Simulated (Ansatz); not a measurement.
# SnH4Se: basis-set convergence

An exercise on one series of results from a longer session: the logs are not shown, and one member is left open.

Method: one geometry, several basis sets; program: Ansatz 0.2.0, Gaussian basis.

Levels to be run: PBE0-D4/def2-SVP; ωB97M-V/def2-SVP; PBE0-D4/def2-QZVPP; ωB97M-V/def2-QZVPP; the functionals' def2-TZVPP values are taken from earlier runs.

## Structure used throughout

All runs share one geometry, relaxed beforehand with PBE0-D4 in a triple-zeta def2 set. Sn takes the def2 core potential; no spin-orbit term is included.

SMILES `[SeH][SnH3]`, 6 atoms, charge 0, spin multiplicity 1.

Atoms are counted from 1 here; the program's logs count them from 0.

Bond lengths: Se1–Sn2 2.533 Å, Se1–H3 1.469 Å, Sn2–H4 1.702 Å, Sn2–H5 1.705 Å, Sn2–H6 1.705 Å. Angles: Sn2–Se1–H3 92.3°, Se1–Sn2–H4 104.9°, Se1–Sn2–H5 109.7°, Se1–Sn2–H6 109.7°, H4–Sn2–H5 111.1°, H4–Sn2–H6 111.1°, H5–Sn2–H6 110.1°.

The first run:

Input file in.yaml:

```yaml
crystal:
  periodic: [false, false, false]
  atoms:
    - {symbol: Se, position_ang: [1.631421, 1.070752, 0.151236]}
    - {symbol: Sn, position_ang: [-0.286482, -0.567648, -0.080727]}
    - {symbol: H, position_ang: [0.716654, 2.213164, 0.276707]}
    - {symbol: H, position_ang: [0.455808, -2.088519, -0.261198]}
    - {symbol: H, position_ang: [-1.218284, -0.171725, -1.452793]}
    - {symbol: H, position_ang: [-1.256917, -0.520025, 1.320577]}
basis:
  gaussian: {orbitals: def2-SVP}
hamiltonian: {xc: pbe0, dispersion: d4}
output: {orbitals: {seedname: orbitals}}
```

Among the steps run: PBE0-D4 in def2-SVP; ωB97M-V in def2-SVP; PBE0-D4 in def2-QZVPP; ωB97M-V in def2-QZVPP.

One of the session's tables, all rows but one given; the rest of the session is left out.

It belongs to the step «Functionals by basis». 

| functional | basis | HOMO (eV) |
| --- | --- | --- |
| PBE0-D4 | def2-SVP | -6.80 |
| PBE0-D4 | def2-TZVPP | -6.93 |
| PBE0-D4 | def2-QZVPP | -6.95 |
| ωB97M-V | def2-SVP | -8.92 |
| ωB97M-V | def2-TZVPP | ? |
| ωB97M-V | def2-QZVPP | -9.10 |

Q: Estimate the row for ωB97M-V, def2-TZVPP from the others.

The run gave: HOMO (eV): -9.08. In the column «HOMO (eV)» it lies between ωB97M-V, def2-QZVPP (-9.10) and ωB97M-V, def2-SVP (-8.92).
